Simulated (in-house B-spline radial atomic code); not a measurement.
**Yb²⁺: excited configurations**

How much energy does it take to promote electrons of Yb²⁺ to other shells? Each configuration is solved by itself and compared with the reference.

Program: in-house B-spline radial atomic code version 1. Level of theory: Dirac-Hartree-Fock, average of configuration, Fermi nucleus, basis-set limit. These are calculated values, not measurements, unless marked.

## Step 1: The atom as given

* element: ytterbium (Z = 70)
* charge: +2
* electrons: 68
* configuration: [Xe] 4f14
* Hamiltonian: Dirac-Coulomb
* nucleus: Fermi, rms radius 5.311 fm

Outer shells as boxes (Hund's rule):

[Xe] 4f14
```
[Xe] core
4f [↑↓][↑↓][↑↓][↑↓][↑↓][↑↓][↑↓]
```

Settings of the run:

```ini
Z = 70
electrons = 68.0
configuration = [Xe] 4f14
hamiltonian = dirac
method = hf
spin_polarised = False
nucleus = fermi
rms_radius = 5.3108
mass_number = 174
atomic_mass = 173.938867545
speed_of_light = 137.035999084
```

From the earlier run of the reference: total energy -14067.023446 hartree. Levels, eight at most:

| orbital | occupation | energy (eV) | <r> (bohr) |
| --- | --- | --- | --- |
| 4p3/2 | 4 | -378.20 | 0.5280 |
| 4d3/2 | 4 | -225.94 | 0.5557 |
| 4d5/2 | 6 | -216.26 | 0.5672 |
| 5s1/2 | 2 | -80.543 | 1.235 |
| 5p1/2 | 2 | -52.837 | 1.383 |
| 5p3/2 | 4 | -46.367 | 1.492 |
| 4f5/2 | 6 | -28.969 | 0.7416 |
| 4f7/2 | 8 | -27.379 | 0.7594 |

## Step 2: Run with [Kr] 4d9 4f14 5s2 5p6 7s1

Settings of the run:

```ini
Z = 70
electrons = 68.0
configuration = [Kr] 4d9 4f14 5s2 5p6 7s1
hamiltonian = dirac
method = hf
spin_polarised = False
nucleus = fermi
rms_radius = 5.3108
mass_number = 174
atomic_mass = 173.938867545
speed_of_light = 137.035999084
```

## Step 3: Configuration [Kr] 4d10 4f14 5s2 5p5 9d1

Changes to the settings of step 2:

```diff
@@ -2,3 +2,3 @@
 electrons = 68.0
-configuration = [Kr] 4d9 4f14 5s2 5p6 7s1
+configuration = [Kr] 4d10 4f14 5s2 5p5 9d1
 hamiltonian = dirac
```

## Step 4: [Xe] 4f13 6g1

Changes to the settings of step 3:

```diff
@@ -2,3 +2,3 @@
 electrons = 68.0
-configuration = [Kr] 4d10 4f14 5s2 5p5 9d1
+configuration = [Xe] 4f13 6g1
 hamiltonian = dirac
```

## Step 5: Configuration [Kr] 4d9 4f14 5s2 5p6 9g1

Changes to the settings of step 4:

```diff
@@ -2,3 +2,3 @@
 electrons = 68.0
-configuration = [Xe] 4f13 6g1
+configuration = [Kr] 4d9 4f14 5s2 5p6 9g1
 hamiltonian = dirac
```

## Step 6: Configuration [Xe] 4f13 7p1

Changes to the settings of step 5:

```diff
@@ -2,3 +2,3 @@
 electrons = 68.0
-configuration = [Kr] 4d9 4f14 5s2 5p6 9g1
+configuration = [Xe] 4f13 7p1
 hamiltonian = dirac
```

## Step 7: Run with [Kr] 4d10 4f14 5s2 5p5 7f1

Changes to the settings of step 6:

```diff
@@ -2,3 +2,3 @@
 electrons = 68.0
-configuration = [Xe] 4f13 7p1
+configuration = [Kr] 4d10 4f14 5s2 5p5 7f1
 hamiltonian = dirac
```

**Question.** How far above the reference does each configuration lie (order and size, in eV)?

The runs gave:

| net move | configuration | energy above the reference (eV) | with Breit, QED, recoil (eV) | largest <r> (bohr) |
| --- | --- | --- | --- | --- |
| 4f → 7p | [Xe] 4f13 7p1 | 12.828 | 12.954 | 7.52 |
| 4f → 6g | [Xe] 4f13 6g1 | 17.460 | 17.583 | 14.7 |
| 5p → 7f | [Kr] 4d10 4f14 5s2 5p5 7f1 | 43.966 | 43.881 | 15.9 |
| 5p → 9d | [Kr] 4d10 4f14 5s2 5p5 9d1 | 44.664 | 44.580 | 21.7 |
| 4d → 7s | [Kr] 4d9 4f14 5s2 5p6 7s1 | 200.05 | 199.87 | 6.32 |
| 4d → 9g | [Kr] 4d9 4f14 5s2 5p6 9g1 | 208.38 | 208.19 | 37.1 |

Quantum defects of the promoted electron, δ = n − ζ/√(−2ε) with ζ = 3 and ε its orbital energy in hartree:

| promotion | δ |
| --- | --- |
| 4f → 7p | 3.096 |
| 4f → 6g | 0.001 |
| 5p → 7f | 1.008 |
| 5p → 9d | 2.281 |
| 4d → 7s | 3.473 |
| 4d → 9g | 0.002 |

The lowest of them is 4f → 7p at 12.828 eV and the highest 4d → 9g at 208.38 eV. 4 of them lie more than 2 % above the ionisation threshold that Koopmans' theorem gives (27.379 eV), where such states can decay by emitting an electron. Of those tabulated, the defect is largest for 7s (3.47) and least for 6g (0.00): low angular momentum penetrates the core, high angular momentum stays outside it. These are averages over configurations, without correlation, not spectroscopic levels.
